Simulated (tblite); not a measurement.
# C6H13B: the cost of one run

Computed with tblite 0.8.0 and PySCF 2.14.0, with density-fitted response routines of our own, on a single molecule in the gas phase. Atoms count from 0, in the outputs and in this text.

### Step 1. The molecule as given

20 atoms, charge 1, multiplicity 2; geometry from: force field or distance geometry start.

Bonds of the start (Å): C0–C1 1.47, C1–B2 1.60, B2–C3 1.58, B2–C4 1.56, C4–C5 1.52, C5–C6 1.54, C0–H7 1.09, C0–H8 1.09, C1–H9 1.08, C3–H10 1.11, C3–H11 1.10, C3–H12 1.14, C4–H13 1.11, C4–H14 1.11, C5–H15 1.11, C5–H16 1.11, C6–H17 1.10, C6–H18 1.12, C6–H19 1.10.

### Step 2. Relaxing the molecule with GFN2-xTB

What the job is given:

```
{"job": {"kind": "relax", "xc": "GFN2-xTB", "basis": "xTB"}, "charge": 1, "multiplicity": 2}
C     -2.739900     1.392000     0.155300
C     -1.938700     0.841100    -0.941700
B     -0.860900    -0.244000    -0.469600
C     -1.193000    -1.780300    -0.344200
C      0.526900     0.237500     0.063600
C      1.688600    -0.140600    -0.838000
C      2.930100     0.428900    -0.129200
H     -2.712000     0.947800     1.147200
H     -3.395800     2.255900     0.033500
H     -2.517500     0.567800    -1.810200
H     -0.309800    -2.362700    -0.012200
H     -1.606900    -2.181100    -1.287000
H     -1.944700    -1.868000     0.505700
H      0.491800     1.333300     0.201600
H      0.719500    -0.285400     1.027500
H      1.744700    -1.245300    -0.895700
H      1.624300     0.349400    -1.826700
H      3.004600     1.468600    -0.479900
H      2.655600     0.472100     0.960100
H      3.828200    -0.176400    -0.292100
```

Launch:

```console
$ OMP_NUM_THREADS=1 python probes_run.py task.json out
```

This one command runs all jobs of the session in turn.

Q: Estimate the wall time of this first job on 1 thread of Intel Xeon at 2.70GHz, shared host.

About 1.7 s.
